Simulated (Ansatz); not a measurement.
# C2H4BF: shift of H7 from C3 to C2, part 2 of 2

How high is the barrier for the shift of H7 from C3 to C2? Relax the two ends, then run a nudged elastic band between them. SMILES of the start: BC(=C)F.

Ansatz 0.2.0; RKS B3LYP-D4/cc-pVDZ.

## Step 7: Frequencies at the highest image

The geometry is the highest inner image of the first converged band.

Contents of input.yaml:

```yaml
crystal:
  periodic: [false, false, false]
  atoms:
    - { symbol: B, position_ang: [-0.429981, 0.945829, -0.267719] }
    - { symbol: C, position_ang: [-0.066627, -0.572097, -0.232906] }
    - { symbol: C, position_ang: [1.193699, -0.908706, 0.332426] }
    - { symbol: F, position_ang: [-0.494602, -1.352178, -1.288632] }
    - { symbol: H, position_ang: [-0.390534, 1.528543, -1.317334] }
    - { symbol: H, position_ang: [-0.643212, 1.517907, 0.766157] }
    - { symbol: H, position_ang: [-0.445376, -1.013116, 0.770271] }
    - { symbol: H, position_ang: [1.368733, -0.203282, 1.181935] }
basis:
  gaussian: { orbitals: cc-pVDZ }
hamiltonian:
  xc: b3lyp
  dispersion: d4
phonons: {}
```

The run is started by

```bash
ansatz run input.yaml --threads 1 --pin off --max-ram 2048MiB --backend cpu --events-out ev --progress --plain --runs-dir out
```

What it wrote (excerpt; [...] marks lines left out):

```text
Warning: RAYON_NUM_THREADS=1 ignored (pool sized by the plan → 1); use --threads N
[...]
Functional definition: B3LYP
[...]
803 factors; integrals over basis functions are off by at most 3.3e-4 eV
[...]
mean field -5527.93957325 eV, -203.1480323448 hartree, gradient 1.3e-5 eV, S^2 0.000000; 0 other end points of the search recorded, 0 dependent functions left out
[...]
reference -5527.93976938 eV, -203.1480395526 hartree; 15, 15 occupied and 61, 61 virtual orbitals, 803 factors
[...]
803 factors; integrals over basis functions are off by at most 3.3e-4 eV
[...]
mean field -5527.93951867 eV, -203.1480303390 hartree, gradient 1.0e-6 eV, S^2 0.000000; 0 other end points of the search recorded, 0 dependent functions left out
[...]
reference -5527.93971479 eV, -203.1480375464 hartree; 15, 15 occupied and 61, 61 virtual orbitals, 803 factors
[...]
803 factors; integrals over basis functions are off by at most 3.3e-4 eV
[...]
WARN: phonons: modes at or below zero, which the zero-point energy, F, S and C_V leave out: 1, the lowest at -226.79 cm⁻¹. A minimum has none, and a first-order saddle one
[...]
Total energy: -5528.11824635 eV, -203.1545984601 hartree
Atom 0 at    -0.429981     0.945829    -0.267719 Å, force    -0.001805    -0.000646     0.001161 eV/Å
Atom 1 at    -0.066627    -0.572097    -0.232906 Å, force     0.000667    -0.002871     0.005237 eV/Å
Atom 2 at     1.193699    -0.908706     0.332426 Å, force    -0.000034    -0.000961    -0.000282 eV/Å
Atom 3 at    -0.494602    -1.352178    -1.288632 Å, force     0.000865    -0.000041    -0.001380 eV/Å
Atom 4 at    -0.390534     1.528543    -1.317334 Å, force    -0.000173    -0.000232     0.000141 eV/Å
Atom 5 at    -0.643212     1.517907     0.766157 Å, force     0.001418     0.000598     0.000197 eV/Å
Atom 6 at    -0.445376    -1.013116     0.770271 Å, force    -0.001516     0.002567    -0.004222 eV/Å
Atom 7 at     1.368733    -0.203282     1.181935 Å, force     0.000578     0.001587    -0.000851 eV/Å
Dipole moment:    -0.182059     0.310894     0.366864 e Å
Vibrations: -226.79 225.21 341.22 473.77 557.47 770.69 832.80 891.74 956.78 1009.84 1146.83 1181.22 1253.42 1255.00 2608.23 2626.32 2706.89 2970.32 cm⁻¹, zero-point energy 1.351908 eV
```

Run time: 81 s. Hardware: 1 thread of Arm Neoverse V1, shared host; peak memory 0.13 GiB.

Of 18 modes, 1 is imaginary by more than 30 cm⁻¹ (227i cm⁻¹).

## Step 8: A trajectory let go at the top

It starts at the highest inner image of the first converged band: 200 steps of 0.5 fs at constant energy, with velocities drawn for 300 K.

input.yaml: that of step 7 with these lines changed.

```diff
@@ -16,2 +16,8 @@
   dispersion: d4
-phonons: {}
+md:
+  timestep: 0.5
+  n_steps: 200
+  ensemble: nve
+  temperature: 300.0
+  initial_velocities: maxwell_boltzmann
+  seed: 3140
```

The run is started by

```bash
ansatz run input.yaml --threads 1 --pin off --max-ram 2048MiB --backend cpu --events-out ev --progress --plain --runs-dir out
```

What it wrote (excerpt; [...] marks lines left out):

```text
Warning: RAYON_NUM_THREADS=1 ignored (pool sized by the plan → 1); use --threads N
[...]
[... 1 set-up line as earlier in the session ...]
[...]
803 factors; integrals over basis functions are off by at most 3.3e-4 eV
[...]
mean field -5527.93957325 eV, -203.1480323448 hartree, gradient 1.3e-5 eV, S^2 0.000000; 0 other end points of the search recorded, 0 dependent functions left out
[...]
reference -5527.93976938 eV, -203.1480395526 hartree; 15, 15 occupied and 61, 61 virtual orbitals, 803 factors
md step     0: t =     0.00 fs  T =   300.0 K  F+E_penalty+E_count = -5528.11805021 eV  E_kin = 0.232668 eV  conserved = -5527.88538221 eV  (24 SCF iters)
[...]
md step    14: t =     7.00 fs  T =   104.5 K  F+E_penalty+E_count = -5527.96616651 eV  E_kin = 0.081066 eV  conserved = -5527.88510062 eV  (28 SCF iters, 3 dispersion substeps)
[...]
md step    28: t =    14.00 fs  T =   153.5 K  F+E_penalty+E_count = -5528.00396950 eV  E_kin = 0.119032 eV  conserved = -5527.88493749 eV  (27 SCF iters, 3 dispersion substeps)
[...]
md step    42: t =    21.00 fs  T =   171.9 K  F+E_penalty+E_count = -5528.01819633 eV  E_kin = 0.133356 eV  conserved = -5527.88484066 eV  (27 SCF iters, 3 dispersion substeps)
[...]
md step    56: t =    28.00 fs  T =   105.8 K  F+E_penalty+E_count = -5527.96672590 eV  E_kin = 0.082017 eV  conserved = -5527.88470924 eV  (27 SCF iters, 3 dispersion substeps)
md step    57: t =    28.50 fs  T =   119.8 K  F+E_penalty+E_count = -5527.97766095 eV  E_kin = 0.092896 eV  conserved = -5527.88476525 eV  (26 SCF iters, 3 dispersion substeps)
md step    58: t =    29.00 fs  T =   137.4 K  F+E_penalty+E_count = -5527.99137519 eV  E_kin = 0.106527 eV  conserved = -5527.88484776 eV  (26 SCF iters, 3 dispersion substeps)
```

## Step 9: More of the same log: dynamics from the highest image of the converged band

The log, continued (excerpt; [...] marks lines left out):

```text
md step    59: t =    29.50 fs  T =   156.8 K  F+E_penalty+E_count = -5528.00655365 eV  E_kin = 0.121609 eV  conserved = -5527.88494439 eV  (27 SCF iters, 3 dispersion substeps)
[...]
md step    78: t =    39.00 fs  T =   158.5 K  F+E_penalty+E_count = -5528.00782836 eV  E_kin = 0.122949 eV  conserved = -5527.88487983 eV  (28 SCF iters, 3 dispersion substeps)
[...]
md step    97: t =    48.50 fs  T =   157.4 K  F+E_penalty+E_count = -5528.00710325 eV  E_kin = 0.122073 eV  conserved = -5527.88503048 eV  (26 SCF iters, 3 dispersion substeps)
[...]
md step   116: t =    58.00 fs  T =   143.0 K  F+E_penalty+E_count = -5527.99580991 eV  E_kin = 0.110929 eV  conserved = -5527.88488114 eV  (27 SCF iters, 3 dispersion substeps)
[...]
md step   135: t =    67.50 fs  T =   167.7 K  F+E_penalty+E_count = -5528.01509319 eV  E_kin = 0.130099 eV  conserved = -5527.88499457 eV  (28 SCF iters, 3 dispersion substeps)
md step   136: t =    68.00 fs  T =   165.7 K  F+E_penalty+E_count = -5528.01345493 eV  E_kin = 0.128506 eV  conserved = -5527.88494932 eV  (28 SCF iters, 3 dispersion substeps)
md step   137: t =    68.50 fs  T =   163.7 K  F+E_penalty+E_count = -5528.01186458 eV  E_kin = 0.126942 eV  conserved = -5527.88492246 eV  (26 SCF iters, 3 dispersion substeps)
```

## Step 10: The output, continued: dynamics from the highest image of the converged band

Output, continued (excerpt; [...] marks lines left out):

```text
md step   138: t =    69.00 fs  T =   162.2 K  F+E_penalty+E_count = -5528.01074511 eV  E_kin = 0.125825 eV  conserved = -5527.88491995 eV  (27 SCF iters, 3 dispersion substeps)
[...]
md step   153: t =    76.50 fs  T =   141.0 K  F+E_penalty+E_count = -5527.99428421 eV  E_kin = 0.109321 eV  conserved = -5527.88496285 eV  (27 SCF iters, 3 dispersion substeps)
[...]
md step   168: t =    84.00 fs  T =   132.7 K  F+E_penalty+E_count = -5527.98783337 eV  E_kin = 0.102878 eV  conserved = -5527.88495497 eV  (27 SCF iters, 3 dispersion substeps)
[...]
md step   183: t =    91.50 fs  T =   180.5 K  F+E_penalty+E_count = -5528.02488205 eV  E_kin = 0.139962 eV  conserved = -5527.88492010 eV  (28 SCF iters, 3 dispersion substeps)
[...]
Total energy: -5528.01738977 eV, -203.1508920492 hartree
Atom 0 at    -0.384221     0.951266    -0.261372 Å, force    -0.460582    -0.953376    -0.701694 eV/Å
Atom 1 at    -0.094943    -0.652941    -0.192089 Å, force    -0.561908     1.505950     0.629776 eV/Å
Atom 2 at     1.193228    -0.867485     0.301484 Å, force     0.935337    -0.089309     0.187716 eV/Å
Atom 3 at    -0.473668    -1.335826    -1.293799 Å, force    -0.478773    -0.686527    -0.937073 eV/Å
Atom 4 at    -0.700193     1.450373    -1.313917 Å, force     0.245566    -0.153224     0.029120 eV/Å
Atom 5 at    -0.405982     1.585270     0.722613 Å, force     0.129424     0.293462     0.694973 eV/Å
Atom 6 at    -0.777345    -0.863539     0.690479 Å, force    -0.033856     0.118480    -0.226711 eV/Å
Atom 7 at     1.230847    -0.236414     1.213503 Å, force     0.224792    -0.035456     0.323894 eV/Å
Dipole moment:    -0.326624     0.356975     0.375076 e Å
```

It took 7.6 min on 1 thread of Arm Neoverse V1, shared host; peak memory 0.14 GiB.

## Step 11: Frames and traces

The trajectory, every 15 steps (energies from step 0):

```csv
time (fs),T (K),potential energy change (meV/atom),total energy change (meV/atom),H7–C3 (Å),H7–C2 (Å)
0.0,300,0.0,0.00,1.70,1.16
7.5,87,20.7,0.05,1.75,1.13
15.0,165,13.2,0.07,1.87,1.17
22.5,130,16.6,0.08,1.94,1.11
30.0,176,12.0,0.04,1.99,1.14
37.5,195,10.2,0.04,1.98,1.15
45.0,114,18.1,0.07,2.00,1.09
52.5,179,11.8,0.06,2.15,1.14
60.0,137,15.9,0.06,2.19,1.13
67.5,168,12.9,0.05,2.11,1.10
75.0,139,15.7,0.06,2.11,1.15
82.5,123,17.2,0.05,2.13,1.12
90.0,182,11.5,0.04,2.11,1.11
97.5,169,12.7,0.06,2.05,1.16
100.0,170,12.6,0.05,2.01,1.14
```

time (fs), T (K) and a bar:
```
      0.0        300 ##############################
      4.5        152 ############
      8.5         51 
     13.0        142 ###########
     17.5        230 ######################
     21.5        153 ############
     26.0         97 #####
     30.5        193 #################
     35.0        216 ####################
     39.0        159 #############
     43.5        119 ########
     48.0        149 ############
     52.0        177 ###############
     56.5        162 #############
     61.0        138 ##########
     65.0        155 ############
     69.5        161 #############
     74.0        145 ###########
     78.5        135 ##########
     82.5        123 #########
     87.0        154 ############
     91.5        180 ################
     95.5        179 ###############
    100.0        170 ##############
```

The last frame stands with the bonds of end B.

## Step 12: Dynamics from the top

It starts at the highest inner image of the first converged band: 200 steps of 0.5 fs at constant energy, with velocities drawn for 100 K.

input.yaml: that of step 8 with these lines changed.

```diff
@@ -20,4 +20,4 @@
   ensemble: nve
-  temperature: 300.0
+  temperature: 100.0
   initial_velocities: maxwell_boltzmann
-  seed: 3140
+  seed: 3141
```

The run is started by

```bash
ansatz run input.yaml --threads 1 --pin off --max-ram 2048MiB --backend cpu --events-out ev --progress --plain --runs-dir out
```

What it wrote (excerpt; [...] marks lines left out):

```text
Warning: RAYON_NUM_THREADS=1 ignored (pool sized by the plan → 1); use --threads N
[...]
[... 1 set-up line as earlier in the session ...]
[...]
803 factors; integrals over basis functions are off by at most 3.3e-4 eV
[...]
mean field -5527.93957325 eV, -203.1480323448 hartree, gradient 1.3e-5 eV, S^2 0.000000; 0 other end points of the search recorded, 0 dependent functions left out
[...]
reference -5527.93976938 eV, -203.1480395526 hartree; 15, 15 occupied and 61, 61 virtual orbitals, 803 factors
md step     0: t =     0.00 fs  T =   100.0 K  F+E_penalty+E_count = -5528.11805021 eV  E_kin = 0.077556 eV  conserved = -5528.04049421 eV  (24 SCF iters)
[...]
md step    26: t =    13.00 fs  T =    68.7 K  F+E_penalty+E_count = -5528.09374005 eV  E_kin = 0.053281 eV  conserved = -5528.04045898 eV  (24 SCF iters)
[...]
md step    52: t =    26.00 fs  T =    59.1 K  F+E_penalty+E_count = -5528.08628877 eV  E_kin = 0.045866 eV  conserved = -5528.04042326 eV  (25 SCF iters)
[...]
md step    78: t =    39.00 fs  T =   110.8 K  F+E_penalty+E_count = -5528.12626178 eV  E_kin = 0.085904 eV  conserved = -5528.04035771 eV  (27 SCF iters)
[...]
md step   103: t =    51.50 fs  T =   594.6 K  F+E_penalty+E_count = -5528.50078753 eV  E_kin = 0.461129 eV  conserved = -5528.03965803 eV  (26 SCF iters, 3 dispersion substeps)
md step   104: t =    52.00 fs  T =   690.7 K  F+E_penalty+E_count = -5528.57536350 eV  E_kin = 0.535659 eV  conserved = -5528.03970404 eV  (26 SCF iters, 3 dispersion substeps)
```

## Step 13: More of the same log: dynamics from the highest image of the converged band

The log, continued (excerpt; [...] marks lines left out):

```text
md step   105: t =    52.50 fs  T =   800.8 K  F+E_penalty+E_count = -5528.66085763 eV  E_kin = 0.621055 eV  conserved = -5528.03980215 eV  (26 SCF iters, 3 dispersion substeps)
[...]
md step   129: t =    64.50 fs  T =  2774.2 K  F+E_penalty+E_count = -5530.19380131 eV  E_kin = 2.151546 eV  conserved = -5528.04225557 eV  (25 SCF iters, 3 dispersion substeps)
[...]
md step   153: t =    76.50 fs  T =  1692.8 K  F+E_penalty+E_count = -5529.35267667 eV  E_kin = 1.312852 eV  conserved = -5528.03982467 eV  (26 SCF iters, 3 dispersion substeps)
[...]
md step   177: t =    88.50 fs  T =  2351.4 K  F+E_penalty+E_count = -5529.86439626 eV  E_kin = 1.823661 eV  conserved = -5528.04073540 eV  (27 SCF iters, 3 dispersion substeps)
[...]
Total energy: -5529.99086318 eV, -203.2234158594 hartree
Atom 0 at    -0.514816     0.984313    -0.444832 Å, force     1.066919    -0.481727     1.080112 eV/Å
Atom 1 at    -0.016781    -0.527474    -0.167541 Å, force     1.342233     2.420299    -1.556075 eV/Å
Atom 2 at     1.162028    -0.981971     0.326665 Å, force    -2.871087    -2.405478    -0.517534 eV/Å
Atom 3 at    -0.558388    -1.292317    -1.136503 Å, force    -1.623011    -1.664630     0.028311 eV/Å
Atom 4 at    -0.662553     1.691052     0.565157 Å, force    -0.066563    -0.122982    -0.935437 eV/Å
Atom 5 at    -0.532710     1.334421    -1.617641 Å, force    -0.421086    -0.019863     0.578441 eV/Å
Atom 6 at     1.083754    -2.168902     0.270671 Å, force     1.659627     2.422217    -0.109099 eV/Å
Atom 7 at     1.896564    -0.226178     0.504749 Å, force     0.912969    -0.147837     1.431281 eV/Å
Dipole moment:     0.103340     0.089800     0.113083 e Å
```

Run time: 7.4 min. Hardware: 1 thread of Arm Neoverse V1, shared host; peak memory 0.13 GiB.

## Step 14: The trajectory

One step in 15; energies are changes from step 0:

```csv
time (fs),T (K),potential energy change (meV/atom),total energy change (meV/atom),H7–C3 (Å),H7–C2 (Å)
0.0,100,0.0,0.00,1.70,1.16
7.5,47,5.2,0.01,1.67,1.15
15.0,62,3.7,0.02,1.64,1.20
22.5,29,6.9,0.03,1.55,1.16
30.0,66,3.3,0.02,1.56,1.23
37.5,88,1.2,0.03,1.45,1.19
45.0,183,-8.0,0.03,1.32,1.35
52.5,801,-67.9,0.09,1.15,1.63
60.0,2934,-275.0,-0.28,1.21,2.27
67.5,2101,-194.1,-0.08,1.19,2.17
75.0,1413,-127.2,0.06,1.12,1.80
82.5,4043,-382.8,-0.54,1.15,2.17
90.0,2024,-186.5,0.01,1.13,2.14
97.5,1943,-178.7,-0.03,1.18,1.97
100.0,2512,-234.1,-0.24,1.19,2.02
```

time (fs), T (K) and a bar:
```
      0.0        100 
      4.5         59 
      8.5         41 
     13.0         69 
     17.5         49 
     21.5         34 
     26.0         59 
     30.5         67 
     35.0         79 
     39.0        111 #
     43.5        164 #
     48.0        262 ##
     52.0        691 #####
     56.5       1986 ###############
     61.0       3061 #######################
     65.0       2667 ####################
     69.5       1741 #############
     74.0       1341 ##########
     78.5       2421 ##################
     82.5       4043 ##############################
     87.0       2870 #####################
     91.5       1905 ##############
     95.5       1779 #############
    100.0       2512 ###################
```

Bonds that form or break, judged by distance (formed within 1.15 times the sum of covalent radii and held on average over 12 fs, broken when stretched by half; pairs already stretched at the start don't count as bonds):

```csv
time (fs),bond,event
49.5,C3–H7,forms
53.5,C2–H7,breaks
```

The last frame stands with the bonds of end A.

## Step 15: Results

This closing draws on all 2 parts.

```
                         quantity                               value
                            end A             5 moves, 0.189 eV lower
                            end B            18 moves, 1.287 eV lower
                 barrier forwards                            3.428 eV
                barrier backwards                            0.007 eV
     second end relative to first                           +3.420 eV
                    highest image               7 of 0 to 8, climbing
                  band iterations                                  15
       imaginary modes at the top                           227i cm⁻¹
trajectory at 300 K, after 100 fs   with the bonds of end B, at 170 K
trajectory at 100 K, after 100 fs  with the bonds of end A, at 2512 K
```

In words: Along this path the system climbs 3.43 eV from the first end (133 kT at 300 K), which at an assumed attempt frequency of 10^13 s⁻¹ means a rate near 10^-45 s⁻¹. Going back costs 0.007 eV, since the second end is 3.42 eV above the first. One side of the top is under 10 meV high, within the band's own error, so that end is barely a minimum along this path. By distance, end A alone has C3–H7 and end B alone has C2–H7. One imaginary mode, as a first-order saddle point has. These are electronic energies, with no zero-point or thermal terms. Tunnelling, which matters where hydrogen moves, is missing too.
